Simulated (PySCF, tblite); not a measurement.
# FGeH3N2, a complex of two parts: NMR shifts, interaction energy, infrared bands, spin-spin couplings and core binding energies

An exercise on one series of results from a longer session: the logs are not shown, and one member is left open.

Programs: tblite 0.8.0 and PySCF 2.14.0. All values are calculated, for the isolated system unless a continuum is named. Atoms count from 0, parts from 1.

## Starting point

7 atoms, charge 0, multiplicity 1; geometry: rigid parts in contact. Parts: 1 = atoms 0–4, `[F][GeH3]`, charge 0; 2 = atoms 5–6, `N#N`, charge 0.

Set-up of the first run:

The job: settings as JSON, then the geometry in Å.

```
{"job": {"kind": "dock", "xc": "GFN2-xTB", "basis": "xTB"}, "charge": 0, "multiplicity": 1, "parts": [{"atoms": "0-4", "charge": 0, "multiplicity": 1}, {"atoms": "5-6", "charge": 0, "multiplicity": 1}]}
Ge    -0.135471    -0.021293    -0.023107
F      1.554354     0.244232     0.264658
H     -0.630709    -0.547755     1.283399
H     -0.642611     1.335851    -0.383868
H     -0.145563    -1.011035    -1.141082
N     -2.051875    -0.597770    -2.361053
N     -3.084182    -0.721692    -2.714805
```

Method: GFN2-xTB search for minima from random contacts, gas phase.

Run with:

```sh
OMP_NUM_THREADS=1 python cluster_run.py task.json out
```

This one command runs all jobs of the session in turn.

Steps of the session up to this table: Docking the parts with GFN2-xTB; Geometry optimisation at PBE0-D3(BJ)/def2-TZVPD; Nuclear shieldings: PBE0/pcSseg-2; Coupled-cluster interaction energy: CCSD(T) and MP2.

One table of the session follows, with a row left open; its other results are not shown here.

It belongs to the step «Coupled-cluster interaction energy: CCSD(T) and MP2». 

| method | interaction energy (kcal/mol) |
| --- | --- |
| HF/aug-cc-pVDZ | 0.20 |
| MP2/aug-cc-pVDZ | -1.23 |
| CCSD/aug-cc-pVDZ | -0.93 |
| CCSD(T)/aug-cc-pVDZ | -1.11 |
| HF/aug-cc-pVQZ | 0.17 |
| MP2/aug-cc-pVQZ | -1.48 |
| SCS-MP2/aug-cc-pVQZ | -1.13 |
| MP2, extrapolated | ? |
| CCSD(T), limit estimate | -1.40 |

Q: Estimate the row for MP2, extrapolated from the others.

The run gave: interaction energy (kcal/mol): -1.53. In the column «interaction energy (kcal/mol)» it is the lowest.
